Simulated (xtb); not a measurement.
# GFN1-xTB run of C2H2ClF2Si− (SMILES F/C=C\[Si-](F)Cl)

What is the energy change on altering one bond length of C2H2ClF2Si− at GFN1-xTB? 

Program for the calculation: xtb 6.7.1.

1 further run of the same task is left out (set aside as unsound or not needed).

### 1 The system as given

C2H2ClF2Si−: 8 atoms, total charge -1, spin state singlet. SMILES: `F/C=C\[Si-](F)Cl`. The coordinates come from a GFN2-xTB relaxation. This is one conformer, not always the lowest.

Bond lengths: F1–C2 1.373 Å, C2–C3 1.317 Å, C3–Si4 1.909 Å, Si4–F5 1.678 Å, Si4–Cl6 2.298 Å, C2–H7 1.088 Å, C3–H8 1.085 Å. Angles: F1–C2–C3 122.8°, C2–C3–Si4 124.8°, C3–Si4–F5 97.6°, C3–Si4–Cl6 94.7°, F5–Si4–Cl6 95.7°, F1–C2–H7 109.1°, C3–C2–H7 128.1°, C2–C3–H8 114.8°, Si4–C3–H8 119.0°.

### 2 Energy and gradient at GFN1-xTB

Input file .CHRG:

```
-1
```

Input file .UHF:

```
0
```

Input file input.xyz:

```xyz
8

F     -0.38969    -2.05428    -0.80355
C      0.46798    -1.35300     0.00792
C      0.29708    -0.07978     0.29616
Si    -1.27683     0.92537    -0.09740
F     -0.85660     1.39834    -1.65125
Cl    -0.53955     2.84215     0.93276
H      1.26925    -2.01299     0.33309
H      1.02836     0.33420     0.98227
```

The run is started by

```sh
xtb input.xyz --json --gfn1 --grad > input.out
```

Standard output:

```text
* xtb version 6.7.1
[...]
[WARNING] Please study the warnings concerning your input carefully
-1- prog_main_parseArguments: The use of '--gfn1' is discouraged, please use '--gfn 1' next time
########################################################################
[...]
          :  # basis functions                  40          :
[...]
          :  # electrons                        36          :
[...]
          :  Hamiltonian                  GFN1-xTB          :
[...]
          :  net charge                         -1          :
          :  unpaired electrons                  0          :
[...]
   *** convergence criteria satisfied after 10 iterations ***
[...]
         ::                     SUMMARY                     ::
         :::::::::::::::::::::::::::::::::::::::::::::::::::::
         :: total energy             -21.985855612073 Eh    ::
         :: gradient norm              0.026998556707 Eh/a0 ::
         :: HOMO-LUMO gap              2.417709047383 eV    ::
         ::.................................................::
         :: SCC energy               -22.093966106018 Eh    ::
         :: -> electrostatic           0.134530664033 Eh    ::
         :: repulsion energy           0.111175415867 Eh    ::
         :: dispersion energy         -0.003064921922 Eh    ::
         :: halogen bond corr.         0.000000000000 Eh    ::
         :: add. restraining           0.000000000000 Eh    ::
         :: total charge              -1.000000000000 e     ::
         :::::::::::::::::::::::::::::::::::::::::::::::::::::
[...]
        18        2.0000           -0.1677193              -4.5639 (HOMO)
        19                         -0.0788701              -2.1462 (LUMO)
[...]
     #   Z sym  total        # sym  WBO       # sym  WBO       # sym  WBO
 ---------------------------------------------------------------------------
     1   9 F    1.022 --     2 C    0.886
     2   6 C    3.842 --     3 C    1.888     7 H    0.967     1 F    0.886
     3   6 C    3.889 --     2 C    1.888     8 H    0.953     4 Si   0.949
     4  14 Si   3.081 --     5 F    1.144     3 C    0.949     6 Cl   0.856
     5   9 F    1.180 --     4 Si   1.144
     6  17 Cl   0.888 --     4 Si   0.856
     7   1 H    1.017 --     2 C    0.967
     8   1 H    1.017 --     3 C    0.953
 ---------------------------------------------------------------------------
[...]
          | TOTAL ENERGY              -21.985855612073 Eh   |
          | GRADIENT NORM               0.026998556707 Eh/α |
          | HOMO-LUMO GAP               2.417709047383 eV   |
           -------------------------------------------------
[...]
```

Standard error:

```text
normal termination of xtb
```

It took 0.051 s on 1 thread of Intel Xeon Platinum 8259CL at 2.50GHz (Skylake/Cascade Lake), shared host.

### 3 The distorted shape

.CHRG is that of step 2.

.UHF is that of step 2.

Input file coord:

```
$coord
     -1.190705092770     -3.507830575002     -1.702852997888  f
      0.430056312538     -2.182603438325     -0.169396939538  c
      0.107102117839      0.223433658071      0.375297718625  c
     -2.867156726970      2.122891872239     -0.368422894983  si
     -2.073037117619      3.016675637403     -3.304773833733  f
     -1.473899449806      5.745081113399      1.578297369561  cl
      2.398534883681     -3.803999791610      0.629448874852  h
      1.489021038256      1.005742479144      1.671857709992  h
$end
```

The run is started by

```sh
xtb coord --grad --gfn 1 > run.log 2> xtb.err
```

Standard output:

```text
* xtb version 6.7.1
[...]
          :  # basis functions                  40          :
[...]
          :  # electrons                        36          :
[...]
          :  Hamiltonian                  GFN1-xTB          :
[...]
          :  net charge                         -1          :
          :  unpaired electrons                  0          :
[...]
   *** convergence criteria satisfied after 9 iterations ***
[...]
         ::                     SUMMARY                     ::
         :::::::::::::::::::::::::::::::::::::::::::::::::::::
         :: total energy             -21.952367870683 Eh    ::
         :: gradient norm              0.112794781301 Eh/a0 ::
         :: HOMO-LUMO gap              2.453687626053 eV    ::
         ::.................................................::
         :: SCC energy               -22.044754309264 Eh    ::
         :: -> electrostatic           0.131433626241 Eh    ::
         :: repulsion energy           0.095505269005 Eh    ::
         :: dispersion energy         -0.003118830423 Eh    ::
         :: halogen bond corr.         0.000000000000 Eh    ::
         :: add. restraining           0.000000000000 Eh    ::
         :: total charge              -1.000000000000 e     ::
         :::::::::::::::::::::::::::::::::::::::::::::::::::::
[...]
        18        2.0000           -0.1717072              -4.6724 (HOMO)
        19                         -0.0815358              -2.2187 (LUMO)
[...]
     #   Z sym  total        # sym  WBO       # sym  WBO       # sym  WBO
 ---------------------------------------------------------------------------
     1   9 f    1.045 --     2 c    0.901
     2   6 c    3.821 --     3 c    1.908     7 h    0.903     1 f    0.901
     3   6 c    3.892 --     2 c    1.908     8 h    0.952     4 si   0.920
     4  14 si   3.078 --     5 f    1.145     3 c    0.920     6 cl   0.861
     5   9 f    1.181 --     4 si   1.145
     6  17 cl   0.893 --     4 si   0.861
     7   1 h    1.002 --     2 c    0.903
     8   1 h    1.020 --     3 c    0.952
 ---------------------------------------------------------------------------
[...]
          | TOTAL ENERGY              -21.952367870683 Eh   |
          | GRADIENT NORM               0.112794781301 Eh/α |
          | HOMO-LUMO GAP               2.453687626053 eV   |
           -------------------------------------------------
[...]
```

Standard error:

```text
normal termination of xtb
```

It took 0.043 s on 1 thread of Intel Xeon Platinum 8259CL at 2.50GHz (Skylake/Cascade Lake), shared host.

### 4 Summary of results

At GFN1-xTB:

```
                                                         quantity         value
                                        first shape: total energy  -21.98586 Eh
                                         first shape: HOMO energy      -4.56 eV
                                         first shape: LUMO energy      -2.15 eV
                                       first shape: HOMO–LUMO gap       2.42 eV
                                   first shape: dispersion energy  -8.05 kJ/mol
                            first shape: largest force on an atom    1.083 eV/Å
                                    distorted shape: total energy  -21.95237 Eh
                                     distorted shape: HOMO energy      -4.67 eV
                                     distorted shape: LUMO energy      -2.22 eV
                                   distorted shape: HOMO–LUMO gap       2.45 eV
                               distorted shape: dispersion energy  -8.19 kJ/mol
                        distorted shape: largest force on an atom    4.232 eV/Å
energy change with the C2–H7 bond stretched from 1.088 to 1.414 Å      0.911 eV
```

What this shows: With the C2–H7 bond stretched from 1.088 to 1.414 Å the energy rises by 0.91 eV (21.0 kcal/mol). The first shape isn't relaxed at this level, so the change isn't measured from a minimum. The largest force (first shape) is 1.08 eV/Å: the shape isn't a stationary point for this species at this level. Mulliken charges (first shape) run from -0.50 on Cl6 to +0.18 on C2. Mulliken charges (distorted shape) run from -0.49 on Cl6 to +0.19 on C2.
